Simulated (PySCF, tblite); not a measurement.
# C7H11FSi: geometry, infrared bands, NMR shifts and electronic excitations

Aim: predict the infrared bands, NMR shifts and electronic excitations of C7H11FSi (`C#CC[C@@H](C)[Si@H]1C[C@@H]1F`).

Computed with tblite 0.8.0 and PySCF 2.14.0, with density-fitted response routines of our own, on a single molecule in the gas phase. Atoms are numbered from 0 throughout.

## (1) The starting structure

20 atoms, charge 0, multiplicity 1; geometry from: force field or distance geometry start.

Bonds of the start (Å): C0–C1 1.20, C1–C2 1.47, C2–C3 1.50, C3–C4 1.55, C3–Si5 1.84, Si5–C6 1.83, C6–C7 1.51, C7–F8 1.36, C7–Si5 1.87, C0–H9 1.07, C2–H10 1.11, C2–H11 1.12, C3–H12 1.13, C4–H13 1.11, C4–H14 1.10, C4–H15 1.11, Si5–H16 1.47, C6–H17 1.12, C6–H18 1.11, C7–H19 1.12.

## (2) Relaxing the molecule with GFN2-xTB

What the job is given:

```
{"job": {"kind": "relax", "xc": "GFN2-xTB", "basis": "xTB"}, "charge": 0, "multiplicity": 1}
C      2.259600    -0.007700    -2.381200
C      2.100100    -0.056100    -1.193500
C      1.930600    -0.108400     0.268200
C      0.522300    -0.528400     0.552100
C      0.396500    -0.563100     2.095700
Si    -0.805700     0.607800    -0.033500
C     -1.846300     0.249700    -1.496600
C     -2.435200    -0.289400    -0.212800
F     -3.472400     0.362600     0.388100
H      2.377200     0.061800    -3.442200
H      2.205000     0.840000     0.770600
H      2.587700    -0.887300     0.723900
H      0.295300    -1.582200     0.220100
H      1.356500    -0.182300     2.511700
H      0.185100    -1.581700     2.448900
H     -0.410400     0.138400     2.404400
H     -0.894400     1.887200     0.690400
H     -1.512100    -0.484100    -2.267300
H     -2.409900     1.133300    -1.876000
H     -2.434900    -1.409200    -0.174100
```

The run is started by

```console
> OMP_NUM_THREADS=1 python probes_run.py task.json out
```

The driver reads the jobs from task.json and runs them one after another.

**Question.** This job is followed by: GFN2-xTB harmonic vibrations, gas phase; PBE0-D3(BJ)/def2-SVP geometry optimisation, gas phase; GIAO PBE0/pcSseg-1 NMR shielding, non-relativistic, gas phase; TDDFT B3LYP/def2-SVPD, vertical, gas phase, core orbitals frozen in the response; GIAO wB97X-D/pcSseg-1 NMR shielding, non-relativistic, gas phase. Predict these results of the whole session: strongest single infrared mode (GFN2-xTB); zero-point energy (GFN2-xTB); point group; rotational constants (main isotopes); 13C shifts against TMS (PBE0/pcSseg-1); 1H shifts against TMS (PBE0/pcSseg-1, means over atoms taken as alike); 29Si shifts against TMS (PBE0/pcSseg-1); 19F shifts against CFCl3 (PBE0/pcSseg-1); lowest singlet (B3LYP/def2-SVPD); brightest single state of those computed; lowest triplet; vertical ionisation energy (ΔSCF); range of the shift of F8.

As calculated:

```
                                                              quantity                                                     value
                             strongest single infrared mode (GFN2-xTB)                                     2343 cm⁻¹, 267 km/mol
                                          zero-point energy (GFN2-xTB)                                             97.2 kcal/mol
                                                           point group                                                        C1
                                  rotational constants (main isotopes)                                      2.02, 0.84, 0.63 GHz
                                13C shifts against TMS (PBE0/pcSseg-1)               85.9, 78.0, 74.5, 25.7, 21.5, 20.1, 8.6 ppm
1H shifts against TMS (PBE0/pcSseg-1, means over atoms taken as alike)  4.82, 3.30, 2.28, 2.08, 2.00, 1.36, 1.20, 1.08, 0.41 ppm
                               29Si shifts against TMS (PBE0/pcSseg-1)                                                 -93.8 ppm
                              19F shifts against CFCl3 (PBE0/pcSseg-1)                                                -247.3 ppm
                                      lowest singlet (B3LYP/def2-SVPD)                               5.91 eV (210 nm), f = 0.007
                              brightest single state of those computed                               state 3, 6.14 eV, f = 0.141
                                                        lowest triplet                                                   5.05 eV
                                     vertical ionisation energy (ΔSCF)                                                   8.67 eV
                                              range of the shift of F8                                      -247.3 to -242.7 ppm
```

The optimisation took 125 steps and gained 0.840 eV; among the close pairs (by a distance rule), C3–Si5 changed most, from 1.843 to 1.901 Å (GFN2-xTB). All 54 modes are real, so the xTB geometry is a minimum. The strongest single mode, at 2343 cm⁻¹, moves mainly H16. GFN2-xTB is a fitted tight-binding method: band positions and strengths are rough. Its intensities can rank the bands wrongly. Over 8 steps the energy fell by 0.215 eV; of the close pairs, C2–C3 changed most, 1.487 to 1.540 Å (PBE0/def2-SVP). No frequency check was run at this level, so the end point may be a saddle. The most deshielded hydrogen is H19 (hydrogen on a three-membered-ring carbon bearing a halogen), at 4.82 ppm: its carbon carries F, hence the downfield position. At PBE0/pcSseg-1: The largest span, 330 ppm, is at Si5, where the paramagnetic term is -438 ppm. The lowest singlet, at 5.91 eV, is HOMO→LUMO 0.74, HOMO→LUMO+2 0.15 and is weak; of the 10 states computed, the strongest absorption comes from state 3 at 6.14 eV. The lowest triplet lies 0.86 eV below the lowest singlet (triplets in Tamm-Dancoff, singlets in full TDDFT). The orbital energy would give 6.56 eV for ionisation, ΔSCF gives 8.67 eV. In ppm, F8 moves most: its shift spreads over 4.6 ppm, from -247.3 (PBE0/pcSseg-1) to -242.7 (wB97X-D/pcSseg-1).
